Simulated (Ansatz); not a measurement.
# HfGe: equation of state with PBE

HfGe:

```
Hf Ge
1.0
     3.21967    0.00000    0.00000
     0.00000    3.21967    0.00000
     0.00000    0.00000    4.10843
Hf Ge
1 1
Direct
  0.50000 0.50000 0.00000
  0.00000 0.00000 0.00000
```

The cell was built by a generator and needn't be a form met in nature.

```
Program             : Ansatz 0.2.0
Task                : equation of state
Functional          : PBE
Potentials or basis : all-electron LAPW, scalar-relativistic
Basis error allowed : 0.0005 eV/atom
k mesh              : 8 × 8 × 7
Occupations         : fermi-dirac, width 0.05 eV
Spin                : no spin polarisation
```

```json
{
  "Equilibrium volume": "outside the volumes run"
}
```

Energy against volume, from the lowest point:
```
volume (Å³/atom)  energy (meV/atom)
          20.017             983.30
          20.443             785.09
          20.869             601.99
          21.294             432.74
          21.720             276.43
          22.146             132.43
          22.572               0.00
```

All runs of the series together: 12 min on 1 thread of Intel(R) Xeon(R) Processor @ 2.50GHz (Skylake/Cascade Lake) (shared host).

Spin-orbit coupling is left out, which matters for the levels of Hf.
